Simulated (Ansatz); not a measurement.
# LuVO4 (I4_1/a): energy and pressure against volume

Aim: energy and pressure of LuVO4 (I4_1/a) over a wide range of volumes, and a fit.

Computed with Ansatz 0.2.0 (DFT PBEsol, scalar-relativistic, plane waves, PAW, unless a step's input says otherwise).

## Step 1: The system as given

It takes space group I4_1/a (No. 88, tetragonal). Conventional cell: a = 4.954 Å, b = 4.954 Å, c = 10.939 Å, α = 90.00°, β = 90.00°, γ = 90.00°. Around Lu (site symmetry -4) lie 8 O at 2.29 to 2.32 Å. V (site symmetry -4) is surrounded by 4 O at 1.72 Å. O (site symmetry 1) is surrounded by 1 V at 1.72 Å and 2 Lu at 2.29 to 2.32 Å.

As a file:

```cif
data_structure
_symmetry_space_group_name_H-M 'I4_1/a:1'
_symmetry_Int_Tables_number 88
_cell_length_a 4.9537
_cell_length_b 4.9537
_cell_length_c 10.9393
_cell_angle_alpha 90.000
_cell_angle_beta 90.000
_cell_angle_gamma 90.000
_cell_volume 268.44
loop_
_atom_site_label
_atom_site_type_symbol
_atom_site_symmetry_multiplicity
_atom_site_Wyckoff_symbol
_atom_site_fract_x
_atom_site_fract_y
_atom_site_fract_z
_atom_site_occupancy
Lu1 Lu 4 b 0.50000 0.50000 0.00000 1
V1 V 4 a 0.00000 0.00000 0.00000 1
O1 O 16 f 0.74319 0.84932 0.08168 1
```

This cell comes from an earlier session at PBEsol: 11.185 Å³/atom at 0.01 GPa, on a 8×8×8 mesh.

## Step 2: Volume × 0.96

Contents of input.yaml:

```yaml
crystal:
  lattice:
    - [-2.4433653063, 2.4433653063, 5.3957411601]
    - [2.4433653063, -2.4433653063, 5.3957411601]
    - [2.4433653063, 2.4433653063, -5.3957411601]
  atoms:
    - { symbol: Lu, position: [0.5, 0.5, 0.0] }
    - { symbol: Lu, position: [0.25, 0.75, 0.5] }
    - { symbol: V, position: [0.0, 0.0, 0.0] }
    - { symbol: V, position: [0.75, 0.25, 0.5] }
    - { symbol: O, position: [0.9309999267, 0.8248663408, 0.5925083857] }
    - { symbol: O, position: [0.5748663408, 0.4823579551, 0.3938664141] }
    - { symbol: O, position: [0.0884915411, 0.1809999267, 0.6061335859] }
    - { symbol: O, position: [0.2323579551, 0.3384915411, 0.4074916143] }
    - { symbol: O, position: [0.5176420449, 0.9115084589, 0.0925083857] }
    - { symbol: O, position: [0.6615084589, 0.0690000733, 0.8938664141] }
    - { symbol: O, position: [0.1751336592, 0.7676420449, 0.1061335859] }
    - { symbol: O, position: [0.8190000733, 0.4251336592, 0.9074916143] }
basis:
  ecutwfc: 420
  ecutrho_ratio: 4
kpoints:
  mp_grid: { grid: [8, 8, 8] }
hamiltonian:
  xc: pbesol
scf:
  occupations: { method: gaussian, width: 0.05 }
output:
  forces: true
  stress: true
  eigenvalues: true
relax:
  f_tol: 0.01
  max_steps: 40
  cell: { stress_tol: 0.1, fix: [volume] }
```

Started as:

```
ansatz run input.yaml --threads 4 --pin off --max-ram 10240MiB --backend cpu --events-out ev --progress --plain --runs-dir out
```

After this run come: Volume × 1.04; Volume × 0.92; Volume × 0.88; Volume × 0.84; Volume × 0.8.

Q: Predict the outcome of this session. Wanted: range of pressure; V0; B0; B0′.

The runs gave:

```
         quantity             value
range of pressure  -5.8 to 56.7 GPa
         V0 (fit)     11.19 Å³/atom
         B0 (fit)           164 GPa
        B0′ (fit)              3.94
```

What this shows: A third-order Birch-Murnaghan fit follows the points with an rms miss of 0.08 meV/atom. Shape and atoms relax at each volume. Other structures may be lower in enthalpy at these pressures. Spin–orbit coupling is left out, though the cell holds Lu; it splits the 4f levels.
